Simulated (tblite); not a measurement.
# C6H18BN3 (tris(dimethylamino)borane): the cost of one run

Computed with tblite 0.8.0 and PySCF 2.14.0 and routines of our own; the level stands in each step. Atoms count from 0.

### Step 1. The system as given

28 atoms, charge 0, multiplicity 1; geometry from: start built from the parent or by distance geometry.

### Step 2. Optimising the geometry with GFN2-xTB

The job: settings as JSON, then the geometry in Å.

```
{"job": {"kind": "relax", "xc": "GFN2-xTB", "basis": "xTB"}, "charge": 0, "multiplicity": 1}
C      2.333100    -0.169200     0.874100
N      1.419700    -0.774600    -0.133900
C      1.958800    -0.624300    -1.474600
B     -0.061000    -0.372400     0.008700
N     -0.554600     1.073700     0.174200
C     -0.084400     1.961700    -0.912900
C     -0.320000     1.662900     1.482200
N     -1.090600    -1.506100    -0.036900
C     -1.874200    -1.576800     1.199900
C     -1.999400    -1.317400    -1.190300
H      2.493800     0.903000     0.638500
H      3.286900    -0.695400     0.879900
H      1.882400    -0.259600     1.919500
H      1.248700    -1.064400    -2.227000
H      2.103700     0.467100    -1.728900
H      2.902100    -1.151800    -1.558500
H     -0.225200     1.501900    -1.898300
H     -0.663200     2.895400    -0.895700
H      0.996600     2.226300    -0.760400
H      0.740200     1.987100     1.636600
H     -0.982200     2.557400     1.629500
H     -0.588300     0.939400     2.295100
H     -2.571200    -2.417800     1.191400
H     -2.488600    -0.653500     1.351000
H     -1.210000    -1.718100     2.077200
H     -2.721800    -2.167500    -1.268700
H     -2.570300    -0.362000    -1.108900
H     -1.402700    -1.290300    -2.134600
```

Started as:

```
OMP_NUM_THREADS=1 python redox_run.py task.json out
```

The driver reads the jobs from task.json and runs them one after another.

Q: Estimate the wall time of this first job on 1 thread of Intel Xeon Platinum 8488C, shared host.

About 3.4 s.
